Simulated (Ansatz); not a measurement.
# H3NSTe (SMILES N[Te]S): functionals against CCSD(T) at one geometry

A test off equilibrium: a structure displaced at random from a GFN2-xTB minimum is computed at several levels, and each is set against CCSD(T).

Program: Ansatz 0.2.0, Gaussian basis. Level of theory: single points in def2-TZVPP. These are calculated values, not measurements.

Cores are frozen in the correlated methods. Filled d shells of the heavier atoms are correlated. Core potentials replace the inner electrons past krypton, and spin-orbit coupling is left out.

### 1 Where the work starts

SMILES `N[Te]S`, 6 atoms, charge 0, spin multiplicity 1.

Atoms are counted from 1 here; the program's logs count them from 0.

Bond lengths: N1–Te2 2.078 Å, N1–H4 1.016 Å, N1–H5 1.005 Å, Te2–S3 2.371 Å, S3–H6 1.366 Å. Angles: Te2–N1–H4 113.2°, Te2–N1–H5 111.2°, H4–N1–H5 105.8°, N1–Te2–S3 93.8°, Te2–S3–H6 101.0°.

Geometry (Å):

```
atom    x (Å)    y (Å)    z (Å)
  N1  -0.6385   0.3221  -0.9131
 Te2  -0.2060  -1.2970   0.3155
  S3   0.7748   0.0457   2.0060
  H4  -0.2941   0.2085  -1.8627
  H5  -1.6305   0.4616  -0.9958
  H6   2.0399   0.2005   1.5151
```

### 2 CCSD(T)/def2-TZVPP

Contents of run/in.yaml:

```yaml
crystal:
  periodic: [false, false, false]
  atoms:
    - {symbol: N, position_ang: [-0.638500, 0.322100, -0.913100]}
    - {symbol: Te, position_ang: [-0.206000, -1.297000, 0.315500]}
    - {symbol: S, position_ang: [0.774800, 0.045700, 2.006000]}
    - {symbol: H, position_ang: [-0.294100, 0.208500, -1.862700]}
    - {symbol: H, position_ang: [-1.630500, 0.461600, -0.995800]}
    - {symbol: H, position_ang: [2.039900, 0.200500, 1.515100]}
basis:
  gaussian: {orbitals: def2-TZVPP}
correlation: {method: ccsd_t}
output: {forces: true}
```

The command line of these runs was not kept.

### 3 PBE0-D4/def2-TZVPP

run/in.yaml, as its differences from that of step 2:

```diff
@@ -11,3 +11,3 @@
   gaussian: {orbitals: def2-TZVPP}
-correlation: {method: ccsd_t}
-output: {forces: true}
+hamiltonian: {xc: pbe0, dispersion: d4}
+output: {forces: true, orbitals: {seedname: orbitals}}
```

### 4 wB97M-V/def2-TZVPP

run/in.yaml, as its differences from that of step 3:

```diff
@@ -11,3 +11,3 @@
   gaussian: {orbitals: def2-TZVPP}
-hamiltonian: {xc: pbe0, dispersion: d4}
-output: {forces: true, orbitals: {seedname: orbitals}}
+hamiltonian: {xc: {name: wB97M-V}}
+output: {forces: true}
```

### 5 r2SCAN-D4/def2-TZVPP

run/in.yaml, as its differences from that of step 4:

```diff
@@ -11,3 +11,3 @@
   gaussian: {orbitals: def2-TZVPP}
-hamiltonian: {xc: {name: wB97M-V}}
+hamiltonian: {xc: r2scan, dispersion: d4}
 output: {forces: true}
```

### 6 PBE-D4/def2-TZVPP

run/in.yaml, as its differences from that of step 5:

```diff
@@ -11,3 +11,3 @@
   gaussian: {orbitals: def2-TZVPP}
-hamiltonian: {xc: r2scan, dispersion: d4}
+hamiltonian: {xc: pbe, dispersion: d4}
 output: {forces: true}
```

### 7 LC-wPBE/def2-TZVPP

run/in.yaml, as its differences from that of step 6:

```diff
@@ -11,3 +11,3 @@
   gaussian: {orbitals: def2-TZVPP}
-hamiltonian: {xc: pbe, dispersion: d4}
+hamiltonian: {xc: {name: LC-wPBE}}
 output: {forces: true}
```

### 8 wB97X-V/def2-TZVPP

run/in.yaml, as its differences from that of step 7:

```diff
@@ -11,3 +11,3 @@
   gaussian: {orbitals: def2-TZVPP}
-hamiltonian: {xc: {name: LC-wPBE}}
+hamiltonian: {xc: {name: wB97X-V}}
 output: {forces: true}
```

(Steps that only read results are left out.)

**Question.** What will these runs give? Wanted: energy less free atoms, CCSD(T)/def2-TZVPP; RMS force component; RMS force error; HOMO and LUMO, PBE0-D4; T1 diagnostic.

The runs gave:

| quantity | value |
| --- | --- |
| energy less free atoms, CCSD(T)/def2-TZVPP | -1547.3 kJ/mol |
| RMS force component | 0.316 to 0.558 eV/Å over the methods |
| RMS force error | PBE0-D4 0.094, wB97M-V 0.110, r2SCAN-D4 0.072, PBE-D4 0.210, LC-wPBE 0.280, wB97X-V 0.149 eV/Å |
| HOMO and LUMO, PBE0-D4 | -6.42 and -1.47 eV |
| T1 diagnostic | 0.013 |

Against CCSD(T) the functionals' energies less atoms differ by -140.4 to -20.8 kJ/mol, PBE-D4 by -140.4 kJ/mol. CCSD(T) in triple zeta still lacks some correlation energy of the bonds, so part of these gaps is its own basis error and they don't rank the functionals. The forces of r2SCAN-D4 come nearest to CCSD(T), those of LC-wPBE are farthest. Frozen-core CCSD(T) forces in triple zeta carry basis errors of their own, and this is one geometry, so small gaps rank nothing.
